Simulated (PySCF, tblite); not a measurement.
# C4H9OSi radical: geometry, infrared bands and EPR parameters

Aim: predict the infrared bands and EPR parameters of C4H9OSi radical (`[SiH3][C]1CCOC1`).

Programs: tblite 0.8.0 and PySCF 2.14.0, with density-fitted response routines of our own. Each step states its level of theory. These are calculated values for one molecule in the gas phase, unless marked as measured. Atoms count from 0, in the outputs and in this text.

**1. The molecule as given**

15 atoms, charge 0, multiplicity 2; geometry from: force field or distance geometry start.

Bonds of the start (Å): Si0–C1 1.85, C1–C2 1.49, C2–C3 1.52, C3–O4 1.41, O4–C5 1.40, C5–C1 1.49, Si0–H6 1.46, Si0–H7 1.47, Si0–H8 1.48, C2–H9 1.13, C2–H10 1.09, C3–H11 1.10, C3–H12 1.08, C5–H13 1.10, C5–H14 1.11.

**2. Optimising the geometry with GFN2-xTB**

Job settings and geometry (Å):

```
{"job": {"kind": "relax", "xc": "GFN2-xTB", "basis": "xTB"}, "charge": 0, "multiplicity": 2}
Si     1.958600     0.203900    -0.135900
C      0.372600    -0.395700     0.610100
C     -0.624900     0.676600     0.900500
C     -1.521200     0.554300    -0.325500
O     -1.720100    -0.845900    -0.317700
C     -0.413100    -1.342700    -0.236800
H      2.150000     1.648100    -0.054600
H      2.121600    -0.224900    -1.534700
H      3.073100    -0.428800     0.603500
H     -1.215500     0.355300     1.803000
H     -0.199300     1.674500     1.026600
H     -2.482100     1.078100    -0.219900
H     -0.939100     0.815100    -1.195200
H     -0.048100    -1.464700    -1.263900
H     -0.517000    -2.295300     0.318500
```

Launch:

```sh
$ OMP_NUM_THREADS=1 python probes_run.py task.json out
```

One launch serves the whole session: the jobs run in the order shown.

**Question.** This job is followed by: GFN2-xTB harmonic vibrations, gas phase; UKS B3LYP, pcH-1 on C H O Si, non-relativistic, mean-field spin-orbit, GIAO. Predict these results of the whole session: strongest single infrared mode (GFN2-xTB); zero-point energy (GFN2-xTB); g(iso) (B3LYP); ⟨S²⟩; largest a(iso) (averaged by class); surface potential, 1st and 99th percentile.

As calculated:

| quantity | value |
| --- | --- |
| strongest single infrared mode (GFN2-xTB) | 2180 cm⁻¹, 349 km/mol |
| zero-point energy (GFN2-xTB) | 71.4 kcal/mol |
| g(iso) (B3LYP) | 2.00262 |
| ⟨S²⟩ | 0.754 (exact 0.75) |
| largest a(iso) (averaged by class) | 1H on H13, H14, 107.1 MHz |
| surface potential, 1st and 99th percentile | -1.54 V and 1.03 V |

In words: Over 77 steps the energy fell by 0.655 eV; of the close pairs, C2–H9 changed most, 1.125 to 1.097 Å. All 39 modes are real, so the xTB geometry is a minimum. The strongest single mode, at 2180 cm⁻¹, moves mainly H8. Unscaled tight-binding wavenumbers are off by several per cent, some by more. Its intensities can rank the bands wrongly. Most of the unpaired spin sits on C1 (0.96 e). The isotropic g lies 0.3 ppt above the free-electron value.
